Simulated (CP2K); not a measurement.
SiF under changes of volume

One of the cells (12.099 Å³/atom); the others are scaled copies at fixed shape and fractional positions:

```
CELL_PARAMETERS angstrom
4.19356 0.00000 0.00000
3.33899 2.53715 0.00000
3.33899 1.12465 2.27426
ATOMIC_POSITIONS crystal
Si 0.50000 0.50000 0.50000
F 0.00000 0.00000 0.00000
```

The cell was built by a generator and needn't be a form met in nature.

| Property | Result |
| --- | --- |
| Program | CP2K 2026.2 |
| Functional | PBE |
| Potentials or basis | POTENTIAL_UZH Si GTH-PBE-q4, F GTH-PBE-q7; TZVP-MOLOPT-PBE-GTH basis |
| Density cutoff | 10204 eV |
| k mesh | 12 × 12 × 12 |
| Occupations | fermi-dirac, width 0.05 eV |
| Spin | no spin polarisation |

| volume (Å³/atom) | energy over the lowest point (meV/atom) | pressure (GPa) |
| --- | --- | --- |
| 11.373 | 12.76 | 6.1 |
| 11.615 | 5.43 | 3.8 |
| 11.857 | ? | ? |
| 12.099 | 0.00 | -0.1 |
| 12.341 | 1.24 | -1.7 |
| 12.583 | 4.89 | -3.2 |
| 12.825 | 10.75 | -4.6 |

Question: What does the run at 11.857 Å³/atom give?

Answer: Energy over the lowest point 1.32 meV/atom; pressure 1.7 GPa.

Worked out: A Birch-Murnaghan fit of order 3 (a polynomial in V^(-2/3)) to the other rows has its minimum at 12.10 Å³/atom with B0 = V·E''(V) = 86 GPa and B' = 3.6 at fixed shape and positions, which overstates the stiffness. It gives 1.28 meV/atom at 11.857 Å³/atom, against the run's 1.32, and -dE/dV = 1.8 GPa, against 1.7.

Energies are extrapolated to zero smearing.

Caveats: the basis of atomic orbitals isn't converged, which shifts pressures, moduli and gaps; an odd number of electrons without spin polarisation forces a metal; a magnetic or distorted state may lie lower.
